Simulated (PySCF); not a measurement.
# CH5B2F: the cost of one run

Programs: PySCF 2.14.0, with density-fitted response routines of our own. Each step states its level of theory. These are calculated values for one molecule in the gas phase, unless marked as measured. Atoms are numbered from 0 throughout.

**1. Starting geometry**

9 atoms, charge 0, multiplicity 1; geometry from: GFN2-xTB. The atoms were then displaced at random by about 0.01 Å, so the start is not that level's minimum.

Bonds of the start (Å): B0–C1 1.54, C1–B2 1.56, B2–F3 1.35, B0–H4 1.19, B0–H5 1.20, C1–H6 1.09, C1–H7 1.09, B2–H8 1.21.

**2. Optimising the geometry at PBE0-D3(BJ)/def2-SVP**

What the job is given:

```
{"job": {"xc": "PBE0", "basis": "def2-SVP", "d3": "d3bj", "grid": 1, "shake": 0.01, "kind": "geom"}, "charge": 0, "multiplicity": 1}
B     -1.180440     0.221850    -0.456760
C     -0.062460    -0.636710     0.153550
B      1.168390     0.309330     0.348770
F      2.069670     0.480480    -0.640520
H     -1.333930     0.310370    -1.630820
H     -1.913580     0.862140     0.239080
H     -0.346790    -1.044520     1.118150
H      0.234310    -1.434670    -0.525580
H      1.422640     0.914570     1.360400
```

Run with:

```console
$ OMP_NUM_THREADS=1 python probes_run.py task.json out
```

This one command runs all jobs of the session in turn.

**Question.** How long does this first job take on 1 thread of Arm Neoverse V2, shared host, and how much memory does it need?

About 32 s, with a peak of 0.34 GiB.
